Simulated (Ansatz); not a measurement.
# BH3Se2, SMILES B[Se][SeH]: an active-space calculation

Computed with Ansatz's Python interface.

Typed at the interpreter:
```pycon
>>> from dataclasses import dataclass
>>> import ansatz as az
>>> from ase import Atoms
>>> @dataclass
... class RunConfig:
...     basis_set: str = "def2-SVP"
...
>>> opts = RunConfig()
>>> atoms = Atoms(["B", "Se", "Se", "H", "H", "H"], positions=[
...     (-0.457, 0.1704, -1.0263),
...     (-0.1601, -1.4633, 0.0173),
...     (0.1317, -0.1706, 1.9792),
...     (-1.5306, 0.6481, -1.1329),
...     (0.394, 0.7811, -1.5667),
...     (1.6641, -0.0297, 1.6832),
... ])
>>> system = az.Crystal.molecule_from_ase(atoms)
>>> job = system.calculation()
>>> job = job.basis(gaussian=opts.basis_set)
>>> job = job.scf(lower_state_search="light").correlation(active_electrons=6, active_orbitals=6)
>>> for method in [None, "sc_nevpt2"]:
...     data = (job if method is None else job.correlation(method)).run(threads=1, pin="off").report
...     space = data["configurations"]
...     state = space["states"][0]
...     print(method or "casscf", f"total {data['free_energy_ev'] / 27.211386246:.6f} Ha, active-space state {state['energy']['hartree']:.6f} Ha, mean field {data['reference_energy_ev'] / 27.211386246:.6f} Ha")
...     print("  determinants", state["n_determinants"], " natural occupations", [round(n, 3) for n in space["natural_occupations"]])
...
casscf total -4825.537584 Ha, active-space state -4825.537584 Ha, mean field -4825.490105 Ha
  determinants 400  natural occupations [1.984, 1.962, 1.956, 0.044, 0.038, 0.016]
RunWarning: the results are in doubt because another end's mean lies 0.029 eV lower, and its corrected mean 0.024 eV higher
sc_nevpt2 total -4826.045621 Ha, active-space state -4825.536511 Ha, mean field -4825.490105 Ha
  determinants 400  natural occupations [1.98, 1.962, 1.956, 0.044, 0.038, 0.02]
```

Notes:
- The settings weren't tested for convergence.
- Warnings are shown shortened and without file and line.
- The geometry is a force-field or estimated start, not a minimum of this method, and the basis set is short of its limit. The active space starts as a window about the frontier orbitals and is then optimised, not chosen by chemistry.
- A lower CASSCF solution was found and passed over, so the printed active-space state isn't the lowest.
- It ran for 53 s on 1 thread of Arm Neoverse V1, with other jobs on the host, peak memory 0.38 GiB.

(Lines on the test bed's own set-up are left out of the output.)
